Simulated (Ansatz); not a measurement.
BFH₅SbSi, SMILES F[BH][SbH][SiH3], an atomisation energy

Program: Ansatz 0.2.0 through its Python package.

Run as a notebook:

**Cell 1**
```python
from collections import Counter

import ansatz as az

BASIS = 'def2-TZVP'
FUNCTIONAL = 'R2SCAN0'
```

**Cell 2**
```python
def single_point(molecule, charge=0, unpaired=0):
    calc = (
        molecule.calculation()
        .basis(gaussian=BASIS)
        .functional(FUNCTIONAL)
    )
    if charge:
        calc = calc.charge(charge)
    if unpaired:
        calc = calc.spin('collinear', total=unpaired)
    return calc.run(threads=1).report['free_energy_ev']
```

**Cell 3**
```python
molecule = (
    az.Crystal.molecule()
    .atom('F', (-1.9442, -1.2209, 1.3064))
    .atom('B', (-1.4868, 0.1675, 1.1776))
    .atom('Sb', (-0.9379, 0.9751, -0.8382))
    .atom('Si', (1.1696, -0.5432, -0.9234))
    .atom('H', (-1.2565, 0.7942, 2.1334))
    .atom('H', (0.0258, 2.2962, -0.1018))
    .atom('H', (1.841, -0.4932, 0.3656))
    .atom('H', (0.6841, -1.9147, -1.1734))
    .atom('H', (1.9934, -0.1073, -1.9632))
)
```

**Cell 4**
```python
# unpaired electrons of the ground-state atoms
unpaired = {'F': 1, 'B': 1, 'Sb': 3, 'Si': 2, 'H': 1}
counts = Counter(site.symbol for site in molecule.cartesian_sites)
atom_energy = {s: single_point(az.Crystal.molecule().atom(s, (0, 0, 0)), 0, unpaired[s]) for s in counts}
whole = single_point(molecule, 0, 0)
for s, e in atom_energy.items():
    print(f'{s:2s} x{counts[s]}  {e:14.5f} eV')
print(f'BFH5SbSi: {whole:.5f} eV')
split = sum(counts[s] * e for s, e in atom_energy.items()) - whole
print(f'atomisation energy (no zero-point term): {split:.3f} eV, {split / sum(counts.values()):.3f} eV an atom')
```
Output:
```text
F  x1     -2713.54478 eV
B  x1      -670.45963 eV
Sb x1     -6538.45587 eV
Si x1     -7873.33412 eV
H  x5       -13.60215 eV
BFH5SbSi: -17890.89701 eV
atomisation energy (no zero-point term): 27.092 eV, 3.010 eV an atom
```

27.092 eV from the electronic energies, without the zero-point term.

What to keep in mind:
- Total energies depend on the basis set; only differences at equal settings carry meaning.
- The geometry is a force-field or estimated start, not a minimum of this method, and the basis set is short of its limit. All parts are taken at fixed geometry, without zero-point energy.
- def2 sets replace the cores of elements past krypton by effective core potentials.
- The spin-orbit lowering of heavy atoms is left out.
- It ran for 24 s on 1 thread of Arm Neoverse N1, on a shared host, peak memory 0.39 GiB.

(Lines on the test bed's own set-up are left out of the output.)
